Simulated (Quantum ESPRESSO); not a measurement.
# GaGe (F-43m) in Quantum ESPRESSO: equation of state

How stiff is GaGe in PBE, and what volume does it want? The cell is scaled to several volumes.

All numbers are computed with Quantum ESPRESSO 7.5; they aren't measurements. Logs are shortened: lines on timing, memory, paths and dates and some standing lists are left out, and cuts for length are marked.

## Step 1: Starting point

It takes space group F-43m (No. 216, cubic). Conventional cell: a = 5.796 Å, b = 5.796 Å, c = 5.796 Å, α = 90.00°, β = 90.00°, γ = 90.00°. Ge (site symmetry -43m) is surrounded by 4 Ga at 2.51 Å. Around Ga (site symmetry -43m) lie 4 Ge at 2.51 Å.

The cell comes from a database or a generator and needn't be the stable form of this composition.

## Step 2: Single point, PBE, 22.87 Å³/atom

Contents of pw.in:

```
&CONTROL
  calculation = 'scf'
  prefix = 'pwscf'
  outdir = './tmp'
  pseudo_dir = './pseudo'
  tprnfor = .true.
  tstress = .true.
  disk_io = 'nowf'
/
&SYSTEM
  ibrav = 0
  nat = 2
  ntyp = 2
  ecutwfc = 70
  ecutrho = 560
  nbnd = 21
  occupations = 'smearing'
  smearing = 'fd'
  degauss = 0.00367493
/
&ELECTRONS
  conv_thr = 4d-10
  electron_maxstep = 120
  mixing_beta = 0.5
/
ATOMIC_SPECIES
Ge    72.6300 ge_pbe_v1.4.uspp.F.UPF
Ga    69.7230 Ga.pbe-dn-kjpaw_psl.1.0.0.UPF
CELL_PARAMETERS angstrom
   0.0000000000    2.8386877276    2.8386877276
   2.8386877276    0.0000000000    2.8386877276
   2.8386877276    2.8386877276    0.0000000000
ATOMIC_POSITIONS crystal
Ge     0.0000000000    0.0000000000    0.0000000000
Ga     0.2500000000    0.2500000000    0.2500000000
K_POINTS automatic
8 8 8 0 0 0
```

Potentials or basis: SSSP 1.3 efficiency PBE.

Command:

```sh
$ OMP_NUM_THREADS=1 mpirun -n 2 pw.x -nk 2 -in pw.in > pw.out
```

pw.out:

```text
This program is part of the open-source Quantum ESPRESSO suite
     for quantum simulation of materials; please cite
         "P. Giannozzi et al., J. Phys.:Condens. Matter 21 395502 (2009);
         "P. Giannozzi et al., J. Phys.:Condens. Matter 29 465901 (2017);
         "P. Giannozzi et al., J. Chem. Phys. 152 154105 (2020);
     in publications or presentations arising from this work. More details at

     file Ga.pbe-dn-kjpaw_psl.1.0.0.UPF: wavefunction(s)  4S renormalized
     Message from routine setup:
     using ibrav=0 with symmetry is DISCOURAGED, use correct ibrav instead

     K-points division:     npool     =       2
     Subspace diagonalization in iterative solution of the eigenvalue problem:
     a serial algorithm will be used

     G-vector sticks info
     --------------------
     sticks:   dense  smooth     PW     G-vecs:    dense   smooth      PW
     Sum        2221    1111    313                69089    24357    3839

     Using Slab Decomposition

     bravais-lattice index     =            0
     lattice parameter (alat)  =       7.5863  a.u.
     unit-cell volume          =     308.7304 (a.u.)^3
     number of atoms/cell      =            2
     number of atomic types    =            2
     number of electrons       =        27.00
     number of Kohn-Sham states=           21
     kinetic-energy cutoff     =      70.0000  Ry
     charge density cutoff     =     560.0000  Ry
     scf convergence threshold =      4.0E-10
     mixing beta               =       0.5000
     number of iterations used =            8  plain     mixing
     Exchange-correlation= SLA  PW   PBX  PBC
                           (   1   4   3   4   0   0   0)

     celldm(1)=   7.586326  celldm(2)=   0.000000  celldm(3)=   0.000000
     celldm(4)=   0.000000  celldm(5)=   0.000000  celldm(6)=   0.000000

     crystal axes: (cart. coord. in units of alat)
               a(1) = (   0.000000   0.707107   0.707107 )
               a(2) = (   0.707107   0.000000   0.707107 )
               a(3) = (   0.707107   0.707107   0.000000 )

     reciprocal axes: (cart. coord. in units 2 pi/alat)
               b(1) = ( -0.707107  0.707107  0.707107 )
               b(2) = (  0.707107 -0.707107  0.707107 )
               b(3) = (  0.707107  0.707107 -0.707107 )

     PseudoPot. # 1 for Ge read from file:
     ge_pbe_v1.4.uspp.F.UPF
     Pseudo is Ultrasoft + core correction, Zval = 14.0
     Generated by new atomic code, or converted to UPF format
     Using radial grid of  873 points,  6 beta functions with:
                l(1) =   0
                l(2) =   0
                l(3) =   1
                l(4) =   1
                l(5) =   2
                l(6) =   2
     Q(r) pseudized with  8 coefficients,  rinner =    1.400   1.400   1.400
                                                       1.400   1.400

     PseudoPot. # 2 for Ga read from file:
     Ga.pbe-dn-kjpaw_psl.1.0.0.UPF
     Pseudo is Projector augmented-wave + core cor, Zval = 13.0
     Generated using "atomic" code by A. Dal Corso  v.5.1
     Shape of augmentation charge: PSQ
     Using radial grid of 1205 points,  6 beta functions with:
                l(1) =   0
                l(2) =   0
                l(3) =   1
                l(4) =   1
                l(5) =   2
                l(6) =   2
     Q(r) pseudized with 0 coefficients

     atomic species   valence    mass     pseudopotential
     Ge               14.00    72.63000     Ge( 1.00)
     Ga               13.00    69.72300     Ga( 1.00)

     24 Sym. Ops. (no inversion) found

   Cartesian axes

     site n.     atom                  positions (alat units)
         1        Ge     tau(   1) = (   0.0000000   0.0000000   0.0000000  )
         2        Ga     tau(   2) = (   0.3535534   0.3535534   0.3535534  )

     number of k points=    29  Fermi-Dirac smearing, width (Ry)=  0.0037
                       cart. coord. in units 2pi/alat
        k(    1) = (   0.0000000   0.0000000   0.0000000), wk =   0.0039062
        k(    2) = (   0.0883883   0.0883883  -0.0883883), wk =   0.0312500
        k(    3) = (   0.1767767   0.1767767  -0.1767767), wk =   0.0312500
        k(    4) = (   0.2651650   0.2651650  -0.2651650), wk =   0.0312500
        k(    5) = (  -0.3535534  -0.3535534   0.3535534), wk =   0.0156250
        k(    6) = (   0.1767767   0.0000000   0.0000000), wk =   0.0234375
[... 21 lines left out ...]
        k(   28) = (  -0.7071068   0.1767767  -0.0000000), wk =   0.0468750
        k(   29) = (  -0.7071068   0.3535534   0.0000000), wk =   0.0234375

     Dense  grid:    69089 G-vectors     FFT dimensions: (  60,  60,  60)

     Smooth grid:    24357 G-vectors     FFT dimensions: (  45,  45,  45)

     Initial potential from superposition of free atoms

     starting charge      26.9962, renormalised to      27.0000
     Starting wfcs are   18 randomized atomic wfcs +    3 random wfcs
     Checking if some PAW data can be deallocated...

     Self-consistent Calculation

     iteration #  1     ecut=    70.00 Ry     beta= 0.50
     Davidson diagonalization with overlap
     ethr =  1.00E-02,  avg # of iterations =  6.0

     Threshold (ethr) on eigenvalues was too large:
     Diagonalizing with lowered threshold

     Davidson diagonalization with overlap
     ethr =  6.52E-05,  avg # of iterations =  8.4

     total energy              =    -491.54826815 Ry
     estimated scf accuracy    <       0.02130034 Ry

     iteration #  2     ecut=    70.00 Ry     beta= 0.50
     Davidson diagonalization with overlap
     ethr =  7.89E-05,  avg # of iterations =  1.5
[... 71 lines left out ...]
     total energy              =    -491.55154194 Ry
     estimated scf accuracy    <          2.8E-09 Ry

     iteration # 13     ecut=    70.00 Ry     beta= 0.50
     Davidson diagonalization with overlap
     ethr =  1.04E-11,  avg # of iterations =  1.0

     End of self-consistent calculation

          k = 0.0000 0.0000 0.0000 (  3119 PWs)   bands (ev):

   -16.9430 -16.9430 -16.9430 -16.9201 -16.9201  -7.3734  -7.3734  -7.3734
    -7.3026  -7.3026  -3.8944   8.8062   8.8062   8.8062   9.6757  11.4902
    11.4902  11.4902  14.9678  17.9980  17.9980

          k = 0.0884 0.0884-0.0884 (  3056 PWs)   bands (ev):

   -16.9429 -16.9425 -16.9425 -16.9200 -16.9200  -7.3785  -7.3701  -7.3701
    -7.3029  -7.3029  -3.6995   6.7414   8.4757   8.4757  10.2760  11.9309
    11.9309  12.4562  15.9619  16.9820  16.9820
[... 13 lines left out ...]
          k =-0.3536-0.3536 0.3536 (  3040 PWs)   bands (ev):

   -16.9428 -16.9399 -16.9399 -16.9188 -16.9188  -7.4084  -7.3555  -7.3555
    -7.3002  -7.3002  -1.7658   1.4160   7.4015   7.4015   9.3569  12.4762
    12.4762  15.3334  18.9948  19.8066  19.8066

          k = 0.1768 0.0000 0.0000 (  3047 PWs)   bands (ev):

   -16.9436 -16.9420 -16.9420 -16.9204 -16.9194  -7.3836  -7.3669  -7.3669
    -7.3052  -7.3013  -3.6341   6.8317   7.9186   7.9186  10.7252  11.5015
    12.6939  12.6939  15.7076  16.3094  18.2556

          k = 0.2652 0.0884-0.0884 (  3038 PWs)   bands (ev):

   -16.9438 -16.9410 -16.9408 -16.9205 -16.9188  -7.3940  -7.3608  -7.3595
    -7.3075  -7.3003  -3.1898   4.9737   7.3216   7.3442  10.7753  11.7253
    13.5026  13.5874  15.9057  17.5687  17.9792
[... 19 lines left out ...]
          k =-0.0884-0.2652 0.2652 (  3045 PWs)   bands (ev):

   -16.9427 -16.9408 -16.9405 -16.9198 -16.9190  -7.3986  -7.3588  -7.3568
    -7.3052  -7.3014  -2.7139   3.5997   6.2284   7.8932  10.7501  12.6294
    12.7388  14.4358  16.0238  17.3938  19.0990

          k = 0.0000-0.1768 0.1768 (  3024 PWs)   bands (ev):

   -16.9430 -16.9420 -16.9414 -16.9201 -16.9194  -7.3869  -7.3664  -7.3631
    -7.3048  -7.3019  -3.3800   5.5184   7.0236   8.4446  10.9128  12.0321
    12.1372  13.6797  15.9367  16.9432  17.2772

          k = 0.3536 0.0000 0.0000 (  3042 PWs)   bands (ev):

   -16.9451 -16.9395 -16.9395 -16.9213 -16.9178  -7.4059  -7.3511  -7.3511
    -7.3133  -7.2984  -2.8701   4.5508   6.7212   6.7212   9.7721  11.5536
    14.8017  14.8017  15.8336  18.8833  19.0259

          k = 0.4419 0.0884-0.0884 (  3047 PWs)   bands (ev):

   -16.9453 -16.9386 -16.9383 -16.9214 -16.9172  -7.4151  -7.3452  -7.3436
    -7.3159  -7.2972  -2.2139   3.1827   5.8803   6.3596  10.0084  11.4520
    14.6409  15.3629  18.1273  19.7076  19.7712
[... 7 lines left out ...]
          k =-0.0884-0.4419 0.4419 (  3065 PWs)   bands (ev):

   -16.9425 -16.9398 -16.9383 -16.9198 -16.9182  -7.4143  -7.3484  -7.3430
    -7.3078  -7.3022  -1.2565   1.6802   4.5261   6.6870  10.4125  13.8611
    14.4836  15.5900  16.4860  17.5259  20.1861

          k = 0.0000-0.3536 0.3536 (  3054 PWs)   bands (ev):

   -16.9420 -16.9405 -16.9395 -16.9192 -16.9190  -7.4072  -7.3519  -7.3502
    -7.3054  -7.3034  -1.9910   2.7000   4.8034   7.2914  10.8877  13.6610
    13.9128  14.0700  16.0932  18.2290  20.5793

          k = 0.5303-0.0000 0.0000 (  3058 PWs)   bands (ev):

   -16.9466 -16.9370 -16.9370 -16.9222 -16.9162  -7.4260  -7.3347  -7.3347
    -7.3229  -7.2954  -1.6738   2.4062   5.9197   5.9197   9.2789  10.2183
    17.0426  17.0426  18.1522  20.3056  21.3046

          k =-0.0884-0.6187 0.6187 (  3057 PWs)   bands (ev):

   -16.9463 -16.9368 -16.9365 -16.9221 -16.9161  -7.4288  -7.3346  -7.3313
    -7.3217  -7.2957  -0.9566   1.4881   5.1066   5.8293   9.5727  10.6445
    16.8621  17.2391  19.3540  20.4385  21.0273

          k = 0.0000-0.5303 0.5303 (  3044 PWs)   bands (ev):

   -16.9445 -16.9381 -16.9370 -16.9211 -16.9169  -7.4230  -7.3410  -7.3342
    -7.3156  -7.2991  -0.7054   1.2721   4.2678   6.1065   9.8545  12.8128
    16.2032  16.2704  16.9362  18.3029  22.4706

          k =-0.7071 0.0000 0.0000 (  3026 PWs)   bands (ev):

   -16.9472 -16.9360 -16.9360 -16.9226 -16.9156  -7.4339  -7.3278  -7.3278
    -7.3271  -7.2942  -0.6200   1.0254   5.6428   5.6428   9.3407   9.4810
    18.6121  18.6121  19.9482  21.2132  21.3624

          k = 0.3536 0.1768 0.0000 (  3040 PWs)   bands (ev):

   -16.9439 -16.9400 -16.9397 -16.9206 -16.9182  -7.4041  -7.3541  -7.3519
    -7.3102  -7.2994  -2.6398   3.8428   5.8671   7.1815  11.1450  11.9091
    13.2083  14.4760  16.6514  18.7185  19.1323

          k =-0.2652-0.4419 0.6187 (  3052 PWs)   bands (ev):

   -16.9431 -16.9400 -16.9385 -16.9202 -16.9180  -7.4112  -7.3508  -7.3460
    -7.3093  -7.2999  -1.8379   2.3826   5.1855   6.6643  11.3890  12.2041
    13.5787  15.0009  17.7855  18.4968  19.9716
[... 13 lines left out ...]
          k =-0.0884-0.4419 0.6187 (  3066 PWs)   bands (ev):

   -16.9437 -16.9395 -16.9366 -16.9209 -16.9172  -7.4205  -7.3437  -7.3357
    -7.3134  -7.3000  -0.8470   1.4468   4.4935   5.6083  11.0364  12.9756
    13.8909  15.9811  17.6484  20.3465  21.0488

          k = 0.0000-0.3536 0.5303 (  3060 PWs)   bands (ev):

   -16.9422 -16.9407 -16.9372 -16.9203 -16.9178  -7.4164  -7.3475  -7.3386
    -7.3100  -7.3021  -1.0938   1.7185   4.3314   5.9939  11.4777  13.3343
    13.6674  15.6917  16.9601  18.3377  21.9391

          k =-0.7071 0.1768-0.0000 (  3062 PWs)   bands (ev):

   -16.9457 -16.9376 -16.9360 -16.9218 -16.9163  -7.4279  -7.3353  -7.3327
    -7.3189  -7.2970  -0.5716   1.1099   5.1006   5.1550  10.5647  10.7222
    16.4269  16.5470  19.6376  20.2611  21.4258

          k =-0.7071 0.3536 0.0000 (  3052 PWs)   bands (ev):

   -16.9425 -16.9408 -16.9360 -16.9208 -16.9173  -7.4207  -7.3439  -7.3343
    -7.3120  -7.3017  -0.5210   1.2044   4.6684   4.7799  12.9629  13.1355
    13.4534  13.6087  19.6752  20.2499  21.4375

     the Fermi energy is     6.9874 ev

!    total energy              =    -491.55154194 Ry
     estimated scf accuracy    <          3.1E-10 Ry
     smearing contrib. (-TS)   =      -0.00062464 Ry
     internal energy E=F+TS    =    -491.55091730 Ry

     The total energy is F=E-TS. E is the sum of the following terms:
     one-electron contribution =    -252.97591248 Ry
     hartree contribution      =     152.16691886 Ry
     xc contribution           =     -96.41611038 Ry
     ewald contribution        =    -183.18921676 Ry
     one-center paw contrib.   =    -111.13659655 Ry

     convergence has been achieved in  13 iterations

     Forces acting on atoms (cartesian axes, Ry/au):

     atom    1 type  1   force =     0.00000000   -0.00000000   -0.00000000
     atom    2 type  2   force =    -0.00000000   -0.00000000    0.00000000

     Total force =     0.000000     Total SCF correction =     0.000000

     Computing stress (Cartesian axis) and pressure

          total   stress  (Ry/bohr**3)                   (kbar)     P=       36.50
   0.00024814  -0.00000000   0.00000000           36.50       -0.00        0.00
  -0.00000000   0.00024814   0.00000000           -0.00       36.50        0.00
   0.00000000   0.00000000   0.00024814            0.00        0.00       36.50

=------------------------------------------------------------------------------=
   JOB DONE.
=------------------------------------------------------------------------------=
```

Run time: 38 s. Hardware: 2 MPI ranks of Intel Xeon Platinum 8488C (Sapphire Rapids), shared host; peak memory 0.4 GiB.

What came out:

```
Free energy            : -6687.8994 eV
Pressure               : 3.7 GPa
Band gap on the k mesh : none (metal or under the smearing width)
```

## Step 3: Single point, PBE, 23.36 Å³/atom

Changes to pw.in since step 2:

```diff
@@ -29,5 +29,5 @@
 CELL_PARAMETERS angstrom
-   0.0000000000    2.8386877276    2.8386877276
-   2.8386877276    0.0000000000    2.8386877276
-   2.8386877276    2.8386877276    0.0000000000
+   0.0000000000    2.8586791449    2.8586791449
+   2.8586791449    0.0000000000    2.8586791449
+   2.8586791449    2.8586791449    0.0000000000
 ATOMIC_POSITIONS crystal
```

Potentials or basis: SSSP 1.3 efficiency PBE.

Command:

```sh
$ OMP_NUM_THREADS=1 mpirun -n 2 pw.x -nk 2 -in pw.in > pw.out
```

It took 53 s on 2 MPI ranks of Intel Xeon Platinum 8488C (Sapphire Rapids), shared host; peak memory 0.4 GiB.

It converged, with:

```yaml
Free_energy: -6687.9182 eV
Pressure: 2.3 GPa
Band_gap_on_the_k_mesh: none (metal or under the smearing width)
```

## Step 4: Single point, PBE, 23.85 Å³/atom

Changes to pw.in since step 3:

```diff
@@ -29,5 +29,5 @@
 CELL_PARAMETERS angstrom
-   0.0000000000    2.8586791449    2.8586791449
-   2.8586791449    0.0000000000    2.8586791449
-   2.8586791449    2.8586791449    0.0000000000
+   0.0000000000    2.8783947965    2.8783947965
+   2.8783947965    0.0000000000    2.8783947965
+   2.8783947965    2.8783947965    0.0000000000
 ATOMIC_POSITIONS crystal
```

Command:

```sh
$ OMP_NUM_THREADS=1 mpirun -n 2 pw.x -nk 2 -in pw.in > pw.out
```

Wall time 45 s (2 MPI ranks of Intel Xeon Platinum 8488C (Sapphire Rapids), shared host); peak memory 0.4 GiB.

The run converged. Its results:

* Free energy: -6687.9295 eV
* Pressure: 1.2 GPa
* Band gap on the k mesh: none (metal or under the smearing width)

## Step 5: Single point, PBE, 24.33 Å³/atom

Changes to pw.in since step 4:

```diff
@@ -29,5 +29,5 @@
 CELL_PARAMETERS angstrom
-   0.0000000000    2.8783947965    2.8783947965
-   2.8783947965    0.0000000000    2.8783947965
-   2.8783947965    2.8783947965    0.0000000000
+   0.0000000000    2.8978440000    2.8978440000
+   2.8978440000    0.0000000000    2.8978440000
+   2.8978440000    2.8978440000    0.0000000000
 ATOMIC_POSITIONS crystal
```

Command:

```sh
$ OMP_NUM_THREADS=1 mpirun -n 2 pw.x -nk 2 -in pw.in > pw.out
```

It took 48 s on 2 MPI ranks of Intel Xeon Platinum 8488C (Sapphire Rapids), shared host; peak memory 0.42 GiB.

It converged, with:

| Property | Result |
| --- | --- |
| Free energy | -6687.9340 eV |
| Pressure | 0.1 GPa |
| Band gap on the k mesh | none (metal or under the smearing width) |

## Step 6: Single point, PBE, 24.82 Å³/atom

Changes to pw.in since step 5:

```diff
@@ -29,5 +29,5 @@
 CELL_PARAMETERS angstrom
-   0.0000000000    2.8978440000    2.8978440000
-   2.8978440000    0.0000000000    2.8978440000
-   2.8978440000    2.8978440000    0.0000000000
+   0.0000000000    2.9170355792    2.9170355792
+   2.9170355792    0.0000000000    2.9170355792
+   2.9170355792    2.9170355792    0.0000000000
 ATOMIC_POSITIONS crystal
```

Potentials or basis: SSSP 1.3 efficiency PBE.

Command:

```sh
$ OMP_NUM_THREADS=1 mpirun -n 2 pw.x -nk 2 -in pw.in > pw.out
```

It took 48 s on 2 MPI ranks of Intel Xeon Platinum 8488C (Sapphire Rapids), shared host; peak memory 0.42 GiB.

It converged, with:

```yaml
Free_energy: -6687.9324 eV
Pressure: -0.8 GPa
Band_gap_on_the_k_mesh: none (metal or under the smearing width)
```

## Step 7: Single point, PBE, 25.31 Å³/atom

Changes to pw.in since step 6:

```diff
@@ -29,5 +29,5 @@
 CELL_PARAMETERS angstrom
-   0.0000000000    2.9170355792    2.9170355792
-   2.9170355792    0.0000000000    2.9170355792
-   2.9170355792    2.9170355792    0.0000000000
+   0.0000000000    2.9359778994    2.9359778994
+   2.9359778994    0.0000000000    2.9359778994
+   2.9359778994    2.9359778994    0.0000000000
 ATOMIC_POSITIONS crystal
```

Command:

```sh
$ OMP_NUM_THREADS=1 mpirun -n 2 pw.x -nk 2 -in pw.in > pw.out
```

It took 49 s on 2 MPI ranks of Intel Xeon Platinum 8488C (Sapphire Rapids), shared host; peak memory 0.42 GiB.

Results (log left out):

| Item | Value |
| --- | --- |
| Free energy | -6687.9255 eV |
| Pressure | -1.6 GPa |
| Band gap on the k mesh | none (metal or under the smearing width) |

## Step 8: Single point, PBE, 25.79 Å³/atom

Changes to pw.in since step 7:

```diff
@@ -29,5 +29,5 @@
 CELL_PARAMETERS angstrom
-   0.0000000000    2.9359778994    2.9359778994
-   2.9359778994    0.0000000000    2.9359778994
-   2.9359778994    2.9359778994    0.0000000000
+   0.0000000000    2.9546788998    2.9546788998
+   2.9546788998    0.0000000000    2.9546788998
+   2.9546788998    2.9546788998    0.0000000000
 ATOMIC_POSITIONS crystal
```

Command:

```sh
$ OMP_NUM_THREADS=1 mpirun -n 2 pw.x -nk 2 -in pw.in > pw.out
```

Run time: 46 s. Hardware: 2 MPI ranks of Intel Xeon Platinum 8488C (Sapphire Rapids), shared host; peak memory 0.44 GiB.

The run converged. Its results:

| Item | Value |
| --- | --- |
| Free energy | -6687.9138 eV |
| Pressure | -2.4 GPa |
| Band gap on the k mesh | none (metal or under the smearing width) |

## Step 9: Equation of state, PBE

Potentials or basis: SSSP 1.3 efficiency PBE.

No new run: the results of the series are fitted here.

Results:

* Equilibrium volume: 24.45 Å³/atom
* Bulk modulus: 49 GPa
* Pressure derivative of the bulk modulus: 4.7

Energy against volume, from the lowest point:
| volume (Å³/atom) | energy (meV/atom) |
| --- | --- |
| 22.875 | 17.29 |
| 23.361 | 7.88 |
| 23.848 | 2.25 |
| 24.335 | 0.00 |
| 24.821 | 0.78 |
| 25.308 | 4.24 |
| 25.795 | 10.11 |
